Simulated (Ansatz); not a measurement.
**C₄H₂F₄: small, medium and large basis sets**

One table from this session's results is given with a row withheld; the runs are named, their logs left out.

The runs use Ansatz 0.2.0, Gaussian basis; one geometry, several basis sets.

The runs, in order: PBE0-D4/def2-SVP; ωB97M-V/def2-SVP; PBE0-D4/def2-QZVPP; ωB97M-V/def2-QZVPP; the functionals' def2-TZVPP values are taken from earlier runs.

### The relaxed structure

All runs share one geometry, relaxed beforehand with PBE0-D4 in a triple-zeta def2 set.

SMILES `FC1=CC(F)C1(F)F`, 10 atoms, charge 0, spin multiplicity 1.

Atoms are counted from 1 here; the program's logs count them from 0.

Bond lengths: F1–C2 1.307 Å, C2–C3 1.331 Å, C2–C6 1.498 Å, C3–C4 1.505 Å, C3–H9 1.080 Å, C4–F5 1.367 Å, C4–C6 1.557 Å, C4–H10 1.093 Å, C6–F7 1.339 Å, C6–F8 1.348 Å. Angles: F1–C2–C3 134.2°, F1–C2–C6 129.9°, C3–C2–C6 95.8°, C2–C3–C4 92.8°, C2–C3–H9 134.9°, C4–C3–H9 132.2°, C3–C4–F5 115.3°, C3–C4–C6 86.7°, C3–C4–H10 117.1°, F5–C4–C6 114.0°, F5–C4–H10 108.5°, C6–C4–H10 114.1°, C2–C6–C4 84.7°, C2–C6–F7 117.2°, C2–C6–F8 116.0°, C4–C6–F7 114.9°, C4–C6–F8 115.7°, F7–C6–F8 107.4°.

Coordinates:

```mol
C4H2F4
  3D, bonds by distance, orders not assigned

 10 10  0  0  0  0  0  0  0  0999 V2000
   -1.1987   -1.7153    1.2087 F   0  0
   -0.5686   -0.7165    0.6483 C   0  0
   -0.1225    0.4598    1.0819 C   0  0
    0.5278    0.7833   -0.2362 C   0  0
    0.0116    1.8656   -0.8924 F   0  0
   -0.0225   -0.5837   -0.7400 C   0  0
   -0.9083   -0.5011   -1.7412 F   0  0
    0.9076   -1.4912   -1.0996 F   0  0
   -0.1611    0.9902    2.0214 H   0  0
    1.6178    0.8577   -0.2480 H   0  0
  1  2  8  0
  2  3  8  0
  3  4  8  0
  4  5  8  0
  4  6  8  0
  6  7  8  0
  6  8  8  0
  3  9  8  0
  4 10  8  0
  2  6  8  0
M  END
```

Set-up of the first run:

Contents of in.yaml:

```yaml
crystal:
  periodic: [false, false, false]
  atoms:
    - {symbol: F, position_ang: [-1.198720, -1.715282, 1.208711]}
    - {symbol: C, position_ang: [-0.568609, -0.716490, 0.648321]}
    - {symbol: C, position_ang: [-0.122521, 0.459835, 1.081912]}
    - {symbol: C, position_ang: [0.527809, 0.783273, -0.236165]}
    - {symbol: F, position_ang: [0.011559, 1.865601, -0.892441]}
    - {symbol: C, position_ang: [-0.022515, -0.583689, -0.739976]}
    - {symbol: F, position_ang: [-0.908308, -0.501141, -1.741194]}
    - {symbol: F, position_ang: [0.907600, -1.491159, -1.099591]}
    - {symbol: H, position_ang: [-0.161099, 0.990199, 2.021434]}
    - {symbol: H, position_ang: [1.617805, 0.857653, -0.248011]}
basis:
  gaussian: {orbitals: def2-SVP}
hamiltonian: {xc: pbe0, dispersion: d4}
output: {orbitals: {seedname: orbitals}}
```

On the command line:

```bash
ansatz run in.yaml --threads 4 --pin off --events-out ev --progress --plain --max-ram 11315MiB
```

Among the steps run: PBE0-D4 in def2-SVP; ωB97M-V in def2-SVP; PBE0-D4 in def2-QZVPP; ωB97M-V in def2-QZVPP.

One table of the session follows, with a row left open; its other results are not shown here.

It belongs to the step «Density functionals: the series». 

```
functional       basis  HOMO (eV)
   PBE0-D4    def2-SVP          ?
   PBE0-D4  def2-TZVPP      -8.77
   PBE0-D4  def2-QZVPP      -8.81
   ωB97M-V    def2-SVP     -10.90
   ωB97M-V  def2-TZVPP     -11.01
   ωB97M-V  def2-QZVPP     -11.05
```

Q: Estimate the row for PBE0-D4, def2-SVP from the others.

As computed: HOMO (eV): -8.69. In the column «HOMO (eV)» it is the highest.
